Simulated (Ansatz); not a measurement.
The system is GdO.

```
Gd O
1.0
     3.11330    0.00000    0.00000
    -1.55665    2.69620    0.00000
     0.00000    0.00000    3.03843
Gd O
1 1
Direct
  0.00000 0.00000 0.00000
  0.66667 0.33333 0.50000
```

The cell comes from a database or a generator and needn't be the stable form of this composition.

| Property | Result |
| --- | --- |
| Program | Ansatz 0.2.0 |
| Task | relaxation of cell and atoms |
| Functional | HSE03 |
| Potentials or basis | Ansatz PAW |
| Cutoff | 420 eV (not typed: the program's choice for these potentials) |
| k mesh | 5 × 5 × 5 |
| Occupations | fermi-dirac, width 0.05 eV |
| Spin | collinear spin, ferromagnetic start |
| Starting moments | [7.0, 0.0] μB |

At the start: volume 12.75 Å³/atom.

Task: How do energy, volume and symmetry change on relaxing?

Result: It ends after 10 steps and the volume is 15.29 Å³/atom (+19.9 %); space group P-6m2 (No. 187, to 0.05 Å); moment 7.98 μB per cell.

The path:
| step | energy change (eV) | largest force (eV/Å) | volume (Å³) |
| --- | --- | --- | --- |
| 1 | 0.0000 | 0.0000 | 25.50 |
| 2 | -0.3935 | 0.0000 | 29.13 |
| 3 | -0.4071 | 0.0000 | 30.12 |
| 4 | -0.4109 | 0.0000 | 30.36 |
| 5 | -0.4121 | 0.0000 | 30.21 |
| 6 | -0.4121 | 0.0000 | 30.22 |
| 7 | -0.4418 | 0.0000 | 30.22 |
| 8 | -0.4429 | 0.0000 | 30.53 |
| 9 | -0.4428 | 0.0000 | 30.57 |
| 10 | -0.4435 | 0.0000 | 30.57 |

Final structure:
```cif
data_structure
_symmetry_space_group_name_H-M 'P 1'
_symmetry_Int_Tables_number 1
_cell_length_a 3.3175
_cell_length_b 3.3175
_cell_length_c 3.2078
_cell_angle_alpha 90.000
_cell_angle_beta 90.000
_cell_angle_gamma 120.000
_cell_volume 30.57
loop_
_atom_site_label
_atom_site_type_symbol
_atom_site_fract_x
_atom_site_fract_y
_atom_site_fract_z
_atom_site_occupancy
Gd1 Gd 0.00000 0.00000 0.00000 1
O1 O 0.66667 0.33333 0.50000 1
```

Caveat: the k mesh is coarse (spacing up to 0.47 Å⁻¹), so the values aren't converged, least of all with exact exchange; the magnetic or orbital state may not be the lowest; the electronic state changed during the relaxation; the volume moved by over 15 % at a fixed basis, so the end points are rough; the plane-wave basis is chosen anew once the cell has moved, so the energies of steps on either side of that aren't comparable; the pressure holds a Pulay correction of +0.3 GPa for the finite cutoff; a cell with one magnetic atom can't hold antiferromagnetic order, which such compounds often take; the PAW data sets come from PBE, with cores solved anew for the run's functional, which leaves a small shift of forces and pressure.
